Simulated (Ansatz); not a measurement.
# Tl: the cost of one run

Program: Ansatz 0.2.0. Level of theory: DFT r2SCAN, scalar-relativistic, plane waves, PAW. These are calculated values, not measurements.

1 further run of the same task is left out (set aside as unsound or not needed). Runs told in other sessions of the task aren't counted.

### 1 The starting structure

Symmetry: P6_3/mmc, No. 194, hexagonal system. Conventional cell: a = 3.087 Å, b = 3.087 Å, c = 5.080 Å, α = 90.00°, β = 90.00°, γ = 120.00°. Around Li (site symmetry -6m2) lie 12 Li at 3.09 to 3.10 Å.

As a file:

```xyz
2
Lattice="3.0872 0.0000 0.0000 -1.5436 2.6736 0.0000 0.0000 0.0000 5.0804" Properties=species:S:1:pos:R:3 pbc="T T T"
Li    0.0000    1.7824    1.2701
Li    1.5436    0.8912    3.8103
```

This cell was relaxed beforehand with the same method: volume 20.97 Å³/atom, gap on the mesh none (metal).

### 2 Swap Li → Tl

Tl starts from the relaxed positions of Li, with all lengths scaled by 1.088, a guess from tabulated radii.

### 3 Probe: one point at the start (Tl)

Contents of input.yaml:

```yaml
crystal:
  lattice:
    - [3.3586503718, 0.0, 0.0]
    - [-1.6793251859, 2.9086765444, 0.0]
    - [0.0, 0.0, 5.5272374987]
  atoms:
    - { symbol: Tl, position: [0.3333333333, 0.6666666667, 0.25] }
    - { symbol: Tl, position: [0.6666666667, 0.3333333333, 0.75] }
basis:
  ecutwfc: 500
kpoints:
  mp_grid: { grid: [6, 6, 4] }
hamiltonian:
  xc: r2scan
scf:
  occupations: { method: gaussian, width: 0.1 }
output:
  forces: true
  stress: true
  eigenvalues: true
```

Launch:

```sh
ansatz run input.yaml --threads 1 --pin off --max-ram 2560MiB --backend cpu --events-out ev --progress --plain --runs-dir out
```

Q: Estimate wall time and peak memory on 1 thread of Intel Xeon 6975P-C (Granite Rapids), shared host.

About 2.3 s, with a peak of 0.46 GiB.
